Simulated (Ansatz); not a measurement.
# GaP (F-43m): equation of state with a fit in Python

Where is the equilibrium volume of GaP (F-43m), and how stiff is it? A script is to give an equation of state with a fit; the system is GaP (F-43m).

Program: Ansatz 0.2.0 through its Python package. Level of theory: DFT r2SCAN, plane waves, PAW. These are calculated values, not measurements.

## Step 1: The system

It takes space group F-43m (No. 216, cubic). The conventional cell has a = 5.451 Å, b = 5.451 Å, c = 5.451 Å, α = 90.00°, β = 90.00°, γ = 90.00°. Ga (site symmetry -43m) is surrounded by 4 P at 2.36 Å. P (site symmetry -43m) is surrounded by 4 Ga at 2.36 Å.

No structure file is read: the coordinates are typed or built in the script.

## Step 2: The code

The input, gap_eos.py:

```python
"""Equation of state of GaP."""

import ansatz as az
import numpy as np

VECTORS = np.array([
    [0.0, 2.72525, 2.72525],
    [2.72525, 0.0, 2.72525],
    [2.72525, 2.72525, 0.0],
])
SITES = [
    ("Ga", [0.0, 0.0, 0.0]),
    ("P", [0.25, 0.25, 0.25]),
]


def crystal_on(cell):
    crystal = az.Crystal(lattice=az.Lattice.of(cell))
    for symbol, position in SITES:
        crystal = crystal.atom(symbol, position)
    return crystal

# uniform scaling of the cell
volumes, energies, pressures = [], [], []
for scale in np.linspace(0.88, 1.12, 7):
    cell = VECTORS * scale ** (1 / 3)
    job = (
        crystal_on(cell).calculation()
        .functional("r2scan")
        .occupations("fermi_dirac")
        .basis(600)
        .kpoints(6, 6, 6)
        .stress()
    )
    rep = job.run(threads=1).report
    volumes.append(abs(np.linalg.det(cell)) / len(SITES))
    energies.append(rep["free_energy_ev"] / len(SITES))
    pressures.append(np.trace(rep["stress_gpa"]) / 3)
    print(f"V = {volumes[-1]:8.4f} A^3/atom  F = {energies[-1]:.5f} eV/atom  P = {pressures[-1]:8.3f} GPa")

# third-order Birch-Murnaghan: a cubic in V^(-2/3)
x = np.array(volumes) ** (-2 / 3)
poly = np.polynomial.Polynomial.fit(x, energies, 3).convert()
roots = poly.deriv().roots()
x0 = min((r.real for r in roots if abs(r.imag) < 1e-9 and poly.deriv(2)(r.real) > 0), key=lambda r: abs(r - x.mean()))
v0 = x0 ** -1.5
b0 = 4 / 9 * poly.deriv(2)(x0) * v0 ** (-7 / 3) * 160.21766
b1 = 4 + 2 / 3 * x0 * poly.deriv(3)(x0) / poly.deriv(2)(x0)
print(f"V0 = {v0:.4f} A^3/atom, B0 = {b0:.1f} GPa, dB/dP = {b1:.2f}")
```

## Step 3: What the engine is handed

The engine receives this input (first run):

```yaml
crystal:
  lattice:
    - [0.0, 2.6115633930920703, 2.6115633930920703]
    - [2.6115633930920703, 0.0, 2.6115633930920703]
    - [2.6115633930920703, 2.6115633930920703, 0.0]
  atoms:
    - { symbol: Ga, position: [0.0, 0.0, 0.0] }
    - { symbol: P, position: [0.25, 0.25, 0.25] }
basis:
  ecutwfc: 600.0
kpoints:
  mp_grid:
    grid: [6, 6, 6]
hamiltonian:
  xc: r2scan
scf:
  occupations:
    method: fermi_dirac
output:
  stress: true
```

## Step 4: Running it

The run is started by

```bash
$ python gap_eos.py
```

**Question.** Estimate the equilibrium volume and the bulk modulus.

**Answer**, as computed:

```
                      quantity            value
                 runs compared                7
               range of energy  101.77 meV/atom
lowest point, volume (Å³/atom)           20.240
      equilibrium volume (fit)    20.26 Å³/atom
            bulk modulus (fit)           88 GPa
```

A third-order Birch-Murnaghan fit through the 7 points has its minimum at 20.26 Å³ an atom, 0.1 % above the typed cell, with a bulk modulus of 88 GPa and dB/dP = 4.4. From that minimum the energy rises by 101.8 meV an atom on the compressed side and 64.3 meV on the expanded side. Notes:
- Pressure is positive in compression.
